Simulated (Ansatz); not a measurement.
# AlFH2OZn: shape, modes and thermochemistry

What shape does AlFH2OZn take? The plan is to relax it, check the end point by its vibrations and derive ideal-gas thermochemistry, and look at its orbitals and charge.

Computed with Ansatz 0.2.0, Gaussian basis. Level: RKS PBE0-D4/def2-TZVP.

Levels to be run: relaxation at PBE0-D4/def2-TZVP; harmonic vibrations at the same level; a single point in def2-TZVPP for the fields.

## (1) Starting geometry

SMILES `[OH][AlH][Zn][F]`, 6 atoms, charge 0, spin multiplicity 1.

Atoms are counted from 1 here; the program's logs count them from 0.

Bond lengths: O1–Al2 1.632 Å, O1–H5 0.950 Å, Al2–Zn3 2.430 Å, Al2–H6 1.546 Å, Zn3–F4 1.762 Å. Angles: Al2–O1–H5 177.6°, O1–Al2–Zn3 119.7°, O1–Al2–H6 123.9°, Zn3–Al2–H6 116.3°, Al2–Zn3–F4 124.9°.

Geometry (Å):

```mol
AlFH2OZn
  3D, bonds by distance, orders not assigned

  6  5  0  0  0  0  0  0  0  0999 V2000
   -1.1433    1.3807   -0.4110 O   0  0
    0.0901    0.4891    0.1796 Al  0  0
    0.1394   -1.9082   -0.2124 Zn  0  0
    1.4793   -2.9725    0.2084 F   0  0
   -1.8440    1.9320   -0.7375 H   0  0
    1.2784    1.0789    0.9729 H   0  0
  1  2  8  0
  2  3  8  0
  3  4  8  0
  1  5  8  0
  2  6  8  0
M  END
```

The start is a GFN2-xTB geometry.

## (2) Optimising with PBE0-D4/def2-TZVP

The input, in.yaml:

```yaml
crystal:
  periodic: [false, false, false]
  atoms:
    - {symbol: O, position_ang: [-1.143250, 1.380750, -0.410980]}
    - {symbol: Al, position_ang: [0.090120, 0.489090, 0.179600]}
    - {symbol: Zn, position_ang: [0.139390, -1.908190, -0.212450]}
    - {symbol: F, position_ang: [1.479350, -2.972520, 0.208380]}
    - {symbol: H, position_ang: [-1.844030, 1.931990, -0.737510]}
    - {symbol: H, position_ang: [1.278420, 1.078880, 0.972950]}
basis:
  gaussian: {orbitals: def2-TZVP}
hamiltonian: {xc: pbe0, dispersion: d4}
relax: {f_tol: 0.005, max_steps: 150}
```

Run with:

```bash
$ ansatz run in.yaml --threads 2 --pin off --events-out ev --progress --plain --max-ram 4352MiB
```

After this run come: Vibrations by finite differences; A single point for the fields.

Q: Predict the results of all the runs planned. Wanted: point group; shift from the start; total energy; dispersion term; dipole moment; lowest, highest wavenumber; zero-point energy; HOMO, LUMO.

As calculated:

| quantity | value |
| --- | --- |
| point group | Cs |
| steps | 12 |
| shift from the start (rms) | 0.523 Å |
| total energy | -59803.4506 eV |
| dispersion term | -75 meV |
| dipole moment | 3.99 D |
| lowest, highest wavenumber | 82, 3944 cm⁻¹ |
| zero-point energy | 60.3 kJ/mol |
| entropy at 298.15 K | 341.1 J/(mol K) |
| HOMO, LUMO | -7.78, -2.08 eV |

The atoms moved 0.52 Å (rms) from the start; the bond that changed most is O1–Al2, from 1.632 to 1.698 Å. No mode is imaginary: a true minimum at this level. The stiffest mode, 3944 cm⁻¹, is an O–H stretch, and 3 modes under 200 cm⁻¹ make the vibrational entropy uncertain. Harmonic hybrid wavenumbers usually lie a few per cent above measured fundamentals. The largest Mulliken charge, -0.54 e, sits on O1. The HOMO lies mostly on Zn3 39 %; H6 25 % and the LUMO on Al2 45 %; Zn3 33 %.
